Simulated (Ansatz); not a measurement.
**CH4F2SSi: one species, many methods**

One table from this session's results is given with a row withheld; the runs are named, their logs left out.

Program: Ansatz 0.2.0, Gaussian basis. Level of theory: functionals in def2-TZVPP, the program's frozen cores in correlated methods. These are calculated values, not measurements.

Plan: PBE-D4, r2SCAN-D4, PBE0-D4, B3LYP-D4, ωB97X-V, ωB97M-V, B2PLYP; CCSD(T)/def2-TZVPP; MP2/def2-QZVPP; extrapolation to the limit.

### The geometry

All runs share one geometry, relaxed beforehand with PBE0-D4 in a triple-zeta def2 set.

9 atoms, charge 0, spin multiplicity 1.

Atoms are counted from 1 here; the program's logs count them from 0.

Bond lengths: F1–C2 1.391 Å, C2–Si3 1.886 Å, C2–H6 1.095 Å, C2–H7 1.095 Å, Si3–F4 1.598 Å, Si3–S5 2.111 Å, Si3–H8 1.480 Å, S5–H9 1.346 Å. Angles: F1–C2–Si3 110.4°, F1–C2–H6 108.1°, F1–C2–H7 108.3°, Si3–C2–H6 111.2°, Si3–C2–H7 110.5°, H6–C2–H7 108.2°, C2–Si3–F4 107.8°, C2–Si3–S5 109.6°, C2–Si3–H8 111.5°, F4–Si3–S5 112.1°, F4–Si3–H8 107.5°, S5–Si3–H8 108.4°, Si3–S5–H9 92.4°.

Set-up of the first run:

Contents of in.yaml:

```yaml
crystal:
  periodic: [false, false, false]
  atoms:
    - {symbol: F, position_ang: [1.218530, -0.961854, 1.005416]}
    - {symbol: C, position_ang: [1.134739, -0.084832, -0.071610]}
    - {symbol: Si, position_ang: [-0.667758, 0.198881, -0.549799]}
    - {symbol: F, position_ang: [-1.165290, -1.083681, -1.362246]}
    - {symbol: S, position_ang: [-1.817987, 0.532325, 1.189180]}
    - {symbol: H, position_ang: [1.703191, -0.512536, -0.904360]}
    - {symbol: H, position_ang: [1.607913, 0.859927, 0.216550]}
    - {symbol: H, position_ang: [-0.814003, 1.373622, -1.437766]}
    - {symbol: H, position_ang: [-1.110933, -0.367954, 1.897534]}
basis:
  gaussian: {orbitals: def2-TZVPP}
hamiltonian: {xc: pbe, dispersion: d4}
output: {forces: true, orbitals: {seedname: orbitals}}
```

The run is started by

```sh
$ ansatz run in.yaml --threads 4 --pin off --events-out ev --progress --plain --max-ram 10444MiB
```

Steps of the session up to this table: PBE-D4 (GGA); r2SCAN-D4 (meta-GGA); PBE0-D4 (hybrid); B3LYP-D4 (hybrid); ωB97X-V (range-separated); ωB97M-V (range-separated); B2PLYP (double hybrid); CCSD(T) in def2-TZVPP; MP2 in def2-QZVPP.

One table of the session follows, with a row left open; its other results are not shown here.

| method | atomisation energy (eV) |
| --- | --- |
| PBE-D4 | 33.978 |
| r2SCAN-D4 | 33.544 |
| PBE0-D4 | 33.282 |
| B3LYP-D4 | 33.256 |
| ωB97X-V | 33.628 |
| ωB97M-V | ? |
| B2PLYP | 32.964 |
| HF/def2-TZVPP | 24.285 |
| MP2/def2-TZVPP | 33.257 |
| CCSD/def2-TZVPP | 31.985 |
| CCSD(T)/def2-TZVPP | 32.502 |
| MP2/CBS | 34.271 |
| CCSD(T)/CBS | 33.515 |

**Question.** Estimate the row for ωB97M-V.

The run gave: atomisation energy (eV): 33.594. In the column «atomisation energy (eV)» it lies between r2SCAN-D4 (33.544) and ωB97X-V (33.628).

Caveats from the session: Free atoms (2 F, 1 C, 1 Si, 1 S, 4 H) were run apart at each level; the atomisation energy is their sum less the molecule, without zero-point or spin-orbit terms.
